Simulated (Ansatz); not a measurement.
# H4O3SeZr: a ladder of functionals and wavefunction methods

An exercise on one series of results from a longer session: the logs are not shown, and one member is left open.

The runs use Ansatz 0.2.0, Gaussian basis; functionals in def2-TZVPP, the program's frozen cores in correlated methods.

The runs, in order: LDA (SPW92), PBE-D4, revPBE-D4, BLYP-D4, r2SCAN-D4, B97M-V, PBE0-D4, B3LYP-D4, r2SCANh-D4, r2SCAN0-D4, HSE06-D4, BHLYP-D4, CAM-B3LYP-D4, LC-ωPBE, ωB97X-V, ωB97M-V, B2PLYP, PBE-QIDH; CCSD(T)/def2-SVP; CCSD(T)/def2-TZVPP; MP2/def2-QZVPP; extrapolation to the limit; RPA on PBE.

### The geometry

An earlier PBE0-D4 in a triple-zeta def2 set relaxation fixed the geometry. Zr takes the def2 core potential; no spin-orbit term is included.

SMILES `[OH][Zr]([OH])([OH])[SeH]`, 9 atoms, charge 0, spin multiplicity 1.

Atoms are counted from 1 here; the program's logs count them from 0.

Bond lengths: O1–Zr2 1.912 Å, O1–H6 0.953 Å, Zr2–O3 1.914 Å, Zr2–O4 1.916 Å, Zr2–Se5 2.621 Å, O3–H7 0.952 Å, O4–H8 0.952 Å, Se5–H9 1.472 Å. Angles: Zr2–O1–H6 162.9°, O1–Zr2–O3 112.6°, O1–Zr2–O4 111.9°, O1–Zr2–Se5 104.2°, O3–Zr2–O4 109.0°, O3–Zr2–Se5 109.6°, O4–Zr2–Se5 109.5°, Zr2–O3–H7 166.1°, Zr2–O4–H8 163.3°, Zr2–Se5–H9 90.0°.

The first run:

Input file in.yaml:

```yaml
crystal:
  periodic: [false, false, false]
  atoms:
    - {symbol: O, position_ang: [-1.259041, -0.016890, 1.649601]}
    - {symbol: Zr, position_ang: [-0.083499, -0.023647, 0.141956]}
    - {symbol: O, position_ang: [1.748195, 0.231872, 0.635979]}
    - {symbol: O, position_ang: [-0.235176, -1.640466, -0.874667]}
    - {symbol: Se, position_ang: [-0.893394, 2.000672, -1.311956]}
    - {symbol: H, position_ang: [-1.598604, -0.037565, 2.539695]}
    - {symbol: H, position_ang: [2.688606, 0.161413, 0.767479]}
    - {symbol: H, position_ang: [-0.570716, -2.431396, -1.285538]}
    - {symbol: H, position_ang: [0.203638, 1.756018, -2.262539]}
basis:
  gaussian: {orbitals: def2-TZVPP}
hamiltonian: {xc: lda}
output: {orbitals: {seedname: orbitals}}
```

Run with:

```sh
ansatz run in.yaml --threads 4 --pin off --events-out ev --progress --plain --max-ram 11315MiB
```

Steps of the session up to this table: LDA; PBE-D4 (GGA); revPBE-D4 (GGA); BLYP-D4 (GGA); r2SCAN-D4 (meta-GGA); B97M-V (meta-GGA); B3LYP-D4 (hybrid); r2SCANh-D4 (hybrid); r2SCAN0-D4 (hybrid); HSE06-D4 (hybrid); BHLYP-D4 (hybrid); CAM-B3LYP-D4 (range-separated); LC-ωPBE (range-separated); ωB97X-V (range-separated); ωB97M-V (range-separated); B2PLYP (double hybrid); PBE-QIDH (double hybrid).

One of the session's tables, all rows but one given; the rest of the session is left out.

It belongs to the step «Frontier levels by functional». 

```
  functional  HOMO (eV)  gap (eV)
 LDA (SPW92)      -5.58      3.96
      PBE-D4      -5.42      4.01
   revPBE-D4      -5.36      4.03
     BLYP-D4      -5.25      3.94
   r2SCAN-D4      -5.69      4.48
      B97M-V      -5.72      4.52
     PBE0-D4      -6.55      6.00
    B3LYP-D4      -6.30      5.53
  r2SCANh-D4      -6.11      5.21
  r2SCAN0-D4      -6.73      6.32
    HSE06-D4      -6.15      5.23
    BHLYP-D4      -7.51      7.64
CAM-B3LYP-D4      -7.78      8.04
     LC-ωPBE          ?         ?
     ωB97X-V      -8.78      9.91
     ωB97M-V      -8.65      9.23
```

Estimate the missing values for LC-ωPBE.

As computed: HOMO (eV): -9.11; gap (eV): 10.35. In the column «HOMO (eV)» it is the lowest.
